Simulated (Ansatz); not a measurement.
# Sr (fcc type): the cost of one run

Program: Ansatz 0.2.0. Level of theory: DFT, LDA, all-electron LAPW, scalar-relativistic. These are calculated values, not measurements.

## 1. The starting structure

The structure is cubic, space group Fm-3m (No. 225). Conventional cell: a = 5.156 Å, b = 5.156 Å, c = 5.156 Å, α = 90.00°, β = 90.00°, γ = 90.00°. Sr (site symmetry m-3m) is surrounded by 12 Sr at 3.65 Å.

As a file:

```xyz
1
Lattice="0.0000 2.5779 2.5779 2.5779 0.0000 2.5779 2.5779 2.5779 0.0000" Properties=species:S:1:pos:R:3 pbc="T T T"
Sr    0.0000    0.0000    0.0000
```

## 2. Fcc relaxed under pressure, LAPW

Contents of input.yaml:

```yaml
crystal:
  lattice:
    - [0.0, 2.5778589241, 2.5778589241]
    - [2.5778589241, 0.0, 2.5778589241]
    - [2.5778589241, 2.5778589241, 0.0]
  atoms:
    - { symbol: Sr, position: [0.0, 0.0, 0.0] }
kpoints:
  mp_grid: { grid: [13, 13, 13] }
scf:
  occupations: { method: fermi_dirac, width: 0.1 }
hamiltonian:
  xc: lda
  pseudopotentials: { kind: all_electron, lapw: { basis_error: 0.0005 } }
output:
  forces: true
  stress: true
  eigenvalues: true
relax:
  f_tol: 0.005
  max_steps: 12
  cell: { p_target: 8.1, stress_tol: 0.03 }
```

Started as:

```console
$ ansatz run input.yaml --threads 1 --pin off --max-ram 3584MiB --backend cpu --events-out ev --progress --plain --runs-dir out
```

**Question.** How long does this run take on 1 thread of Intel Xeon Platinum 8488C (Sapphire Rapids), shared host, and how much memory does it need?

About 6.9 s, with a peak of 0.32 GiB.
